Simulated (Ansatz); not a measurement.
**Pb(NCS)2 in a box, plane waves**

Ansatz 0.2.0, DFT PBE, scalar-relativistic, plane waves, PAW, molecule in a box. The geometry was relaxed with Gaussian bases (PBE0; Pb def2-SVP with ECP60, N def2-SVP, C def2-SVP, S def2-SVP).

```yaml
crystal:
  lattice:
    - [9.03, 0.0, 0.0]
    - [0.0, 11.34, 0.0]
    - [0.0, 0.0, 17.5]
  atoms:
    - { symbol: Pb, position: [0.50156589, 0.60323898, 0.49991429] }
    - { symbol: "N", position: [0.49950055, 0.47113845, 0.59109029] }
    - { symbol: C, position: [0.49902104, 0.44047884, 0.656688] }
    - { symbol: S, position: [0.49833887, 0.3968254, 0.74268571] }
    - { symbol: "N", position: [0.49950055, 0.47113845, 0.40873829] }
    - { symbol: C, position: [0.49902104, 0.44047884, 0.34314057] }
    - { symbol: S, position: [0.49833887, 0.3968254, 0.25714286] }
basis:
  ecutwfc: 420
  ecutrho_ratio: 4
kpoints:
  mp_grid: { grid: [1, 1, 1] }
hamiltonian:
  xc: pbe
scf:
  occupations: { method: gaussian, width: 0.01 }
output:
  forces: true
  eigenvalues: true
  populations: true
```

Command:
```sh
ansatz run input.yaml --threads 2 --pin off --max-ram 5120MiB --backend cpu --events-out ev --progress --plain --runs-dir out
```
It took 5.2 s on 2 threads of Arm Neoverse V1, with other jobs on the host, peak memory 0.99 GiB.

How does the SCF go?


```
SCF iter   1: F=—  HF=-14978.253909 eV  |F-HF|=—  |Δ(HF+E_count)|=         —  Δρ=1.96e-3
preconditioner: auto → Resta (q_TF=auto, 1.471 Å⁻¹)  ε∞=1.3  [insulator: Δε(μ)=2.334 eV  Ē_g=7.792 eV  σ=0.010 eV  W_gap=1.00  n_s
SCF iter   2: F=—  HF=-14978.227411 eV  |F-HF|=—  |Δ(HF+E_count)|=   2.65e-2  Δρ=2.65e-3
SCF iter   3: F=—  HF=-14978.171002 eV  |F-HF|=—  |Δ(HF+E_count)|=   5.64e-2  Δρ=6.17e-4
SCF iter   4: F=—  HF=-14978.171771 eV  |F-HF|=—  |Δ(HF+E_count)|=   7.68e-4  Δρ=2.68e-4
SCF iter   5: F=—  HF=-14978.174196 eV  |F-HF|=—  |Δ(HF+E_count)|=   2.43e-3  Δρ=1.11e-4
SCF iter   6: F=—  HF=-14978.174532 eV  |F-HF|=—  |Δ(HF+E_count)|=   3.36e-4  Δρ=3.50e-5
SCF iter   7: F=—  HF=-14978.174812 eV  |F-HF|=—  |Δ(HF+E_count)|=   2.80e-4  Δρ=1.18e-5
SCF iter   8: F=-14978.174817 eV  HF=-14978.174817 eV  |F-HF|=2.07e-7  |Δ(HF+E_count)|=   5.11e-6  Δρ=2.29e-6
```

Which levels lie next to the highest filled one (eV, counted from it)?

Filled: -4.36, -3.72, -3.67, -3.56, -3.46, -3.00, -0.32, -0.13, -0.05, 0.00. Empty: 1.89, 3.75, 4.34, 5.01, 5.29, 5.37, 5.40.

What forces are left at this geometry, relaxed with Gaussian bases (eV/Å)?


```
Pb   0.00  0.03  0.00
N    0.00  0.06 -0.58
C    0.00  0.00  0.36
S    0.00 -0.08  0.16
N    0.00  0.06  0.58
C    0.00  0.00 -0.36
S    0.00 -0.08 -0.16
```

The highest of the empty levels listed lie near the vacuum level and may be states of the box.

The forces come from the other functional as well as from the basis.

No frequency check is given that shows the relaxed geometry to be a minimum, and it was reached by following one of several unstable modes of a saddle point.
